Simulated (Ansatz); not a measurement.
# C₄H₈Si: small, medium and large basis sets

How large a basis does C₄H₈Si need? Two functionals are run in growing sets.

Program: Ansatz 0.2.0, Gaussian basis. Level of theory: one geometry, several basis sets. These are calculated values, not measurements.

The runs, in order: PBE0-D4/def2-SVP; ωB97M-V/def2-SVP; PBE0-D4/def2-QZVPP; ωB97M-V/def2-QZVPP; the functionals' def2-TZVPP values are taken from earlier runs.

## 1. The geometry

All runs share one geometry, relaxed beforehand with PBE0-D4 in a triple-zeta def2 set.

SMILES `C=CC1C[SiH2]1`, 13 atoms, charge 0, spin multiplicity 1.

Atoms are counted from 1 here; the program's logs count them from 0.

Bond lengths: C1–C2 1.330 Å, C1–H6 1.083 Å, C1–H7 1.084 Å, C2–C3 1.470 Å, C2–H8 1.088 Å, C3–C4 1.534 Å, C3–Si5 1.871 Å, C3–H9 1.088 Å, C4–Si5 1.846 Å, C4–H10 1.084 Å, C4–H11 1.085 Å, Si5–H12 1.479 Å, Si5–H13 1.476 Å. Angles: C2–C1–H6 120.8°, C2–C1–H7 122.5°, H6–C1–H7 116.7°, C1–C2–C3 127.2°, C1–C2–H8 118.3°, C3–C2–H8 114.5°, C2–C3–C4 120.9°, C2–C3–Si5 119.3°, C2–C3–H9 114.1°, C4–C3–Si5 64.8°, C4–C3–H9 114.6°, Si5–C3–H9 114.5°, C3–C4–Si5 66.5°, C3–C4–H10 116.7°, C3–C4–H11 115.5°, Si5–C4–H10 119.3°, Si5–C4–H11 118.7°, H10–C4–H11 112.6° and more.

As a file:

```
atom    x (Å)    y (Å)    z (Å)
  C1  -1.6717   0.9662  -0.5329
  C2  -1.3155  -0.1154   0.1549
  C3  -0.0176  -0.8041   0.1181
  C4   1.1202  -0.2937  -0.7756
 Si5   1.4393  -0.0617   1.0276
  H6  -2.6515   1.4084  -0.4020
  H7  -1.0115   1.4471  -1.2458
  H8  -2.0336  -0.5443   0.8507
  H9  -0.0882  -1.8872   0.1879
 H10   0.9035   0.5717  -1.3923
 H11   1.6741  -1.0585  -1.3094
 H12   2.4132  -0.9403   1.7113
 H13   1.2597   1.2769   1.6225
```

## 2. PBE0-D4 in def2-SVP

Input file in.yaml:

```yaml
crystal:
  periodic: [false, false, false]
  atoms:
    - {symbol: C, position_ang: [-1.671742, 0.966225, -0.532924]}
    - {symbol: C, position_ang: [-1.315455, -0.115356, 0.154855]}
    - {symbol: C, position_ang: [-0.017598, -0.804114, 0.118094]}
    - {symbol: C, position_ang: [1.120151, -0.293677, -0.775590]}
    - {symbol: Si, position_ang: [1.439335, -0.061740, 1.027592]}
    - {symbol: H, position_ang: [-2.651456, 1.408421, -0.401981]}
    - {symbol: H, position_ang: [-1.011530, 1.447140, -1.245827]}
    - {symbol: H, position_ang: [-2.033620, -0.544302, 0.850690]}
    - {symbol: H, position_ang: [-0.088250, -1.887223, 0.187921]}
    - {symbol: H, position_ang: [0.903532, 0.571692, -1.392312]}
    - {symbol: H, position_ang: [1.674144, -1.058548, -1.309392]}
    - {symbol: H, position_ang: [2.413221, -0.940259, 1.711301]}
    - {symbol: H, position_ang: [1.259670, 1.276941, 1.622473]}
basis:
  gaussian: {orbitals: def2-SVP}
hamiltonian: {xc: pbe0, dispersion: d4}
output: {orbitals: {seedname: orbitals}}
```

On the command line:

```
> ansatz run in.yaml --threads 4 --pin off --events-out ev --progress --plain --max-ram 10444MiB
```

Further steps of the session: ωB97M-V in def2-SVP; PBE0-D4 in def2-QZVPP; ωB97M-V in def2-QZVPP.

Before running them: what should the planned runs give, taken together? Wanted: PBE0-D4: double and triple zeta above quadruple; ωB97M-V: double and triple zeta above quadruple.

The runs gave:

| quantity | value |
| --- | --- |
| PBE0-D4: double and triple zeta above quadruple | 7.89, 0.51 eV |
| ωB97M-V: double and triple zeta above quadruple | 8.15, 0.47 eV |

For PBE0-D4 the step from double to triple zeta gains 7.39 eV and the next only 0.51 eV. These are total energies; as a rule much of such shifts cancels in differences, which this series doesn't test. The LUMO of ωB97M-V is positive and keeps falling with the basis (2.12 to 1.28 eV): an unbound level that the basis holds in place.
